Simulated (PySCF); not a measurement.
A run of PySCF 2.14.0:

File run.py:

```python
import json
import numpy as np
from pyscf.pbc import gto, scf, dft, df

cell = gto.Cell()
cell.basis = 'def2-svp'
cell.fromfile('GaSiH3ClF.xyz')
cell.exp_to_discard = 0
cell.precision = 1e-08
cell.max_memory = 2520  # MB
cell.verbose = 4
cell.build()

res = {}
kpts = cell.make_kpts([1, 1, 1])
mf = scf.KRHF(cell, kpts, exxdiv='ewald')
mf = mf.density_fit()
mf.with_df._cderi = 'cderi.h5'  # three-centre integrals saved by an earlier run on this cell, basis and mesh
mf.conv_tol = 1e-08
mf.max_cycle = 60

mf.kernel()
res.update(converged=bool(mf.converged), e_tot=mf.e_tot, nelec=cell.nelectron, nao=cell.nao, mesh=list(map(int, cell.mesh)), a=cell.lattice_vectors().tolist(), coords=cell.atom_coords().tolist(),
           mo_energy=[np.real(x).tolist() for x in mf.mo_energy], mo_occ=[np.real(x).tolist() for x in mf.mo_occ])
import h5py
print('fit functions by k pair:', sorted({v['0'].shape[0] for v in h5py.File(mf.with_df._cderi)['j3c'].values()}))
res.update(kpts=cell.get_scaled_kpts(kpts).tolist())
res['parts'] = {k: float(np.real(v)) for k, v in mf.scf_summary.items() if np.isscalar(v)}
json.dump(res, open('results.json', 'w'))
if not mf.converged:
    raise SystemExit('SCF not converged')

print('levels (eV)')
for i, kp in enumerate(res['kpts'][:40]):
    print('k %7.4f %7.4f %7.4f  ' % tuple(kp), ' '.join('%.3f' % (x * 27.211386) for x in res['mo_energy'][i][:42]))

# Mulliken populations
dm, s = np.asarray(mf.make_rdm1()), np.asarray(mf.get_ovlp())
sites = cell.aoslice_by_atom()[:, 2:]
tot = np.einsum('kij,kji->i', dm, s).real / len(kpts)
res['mulliken'] = [cell.atom_charge(i) - tot[a0:a1].sum() for i, (a0, a1) in enumerate(sites)]
print('Mulliken charges', np.round(res['mulliken'], 5))

from pyscf.pbc import mp
pt = mp.KMP2(mf, frozen=20)
pt.kernel(with_t2=False)
res.update(e_corr=pt.e_corr, e_ss=getattr(pt, 'e_corr_ss', None), e_os=getattr(pt, 'e_corr_os', None))
res['done'] = True
json.dump(res, open('results.json', 'w'))
```

GaSiH3ClF.xyz

```xyz
7
Lattice="14.0000000000 0.0000000000 0.0000000000 0.0000000000 14.0000000000 0.0000000000 0.0000000000 0.0000000000 12.0000000000" Properties=species:S:1:pos:R:3 pbc="T T T"
F      7.3862460000      4.7232360000      6.5416800000
Ga     6.6853640000      6.1640740000      5.7708480000
Si     7.8913660000      8.2879720000      5.7870000000
Cl     4.8506500000      5.8405480000      4.7904840000
H      7.1051400000      9.2841980000      5.0411640000
H      8.1259500000      8.6738960000      7.1661960000
H      9.2646960000      8.0861340000      5.1760440000
```

Potentials or basis: def2-svp (all-electron).

The run is started by

```sh
$ OMP_NUM_THREADS=2 python -u run.py > log
```

Hardware: 2 threads of Intel(R) Xeon(R) Processor @ 2.70GHz, on a shared host.

Problem. Estimate the wall time of this run.

Solution. Wall time 13 s on 2 threads of Intel(R) Xeon(R) Processor @ 2.70GHz, with other jobs on the host, peak memory 1.9 GiB. Counts: scf iterations 10, basis 97, k points 1.
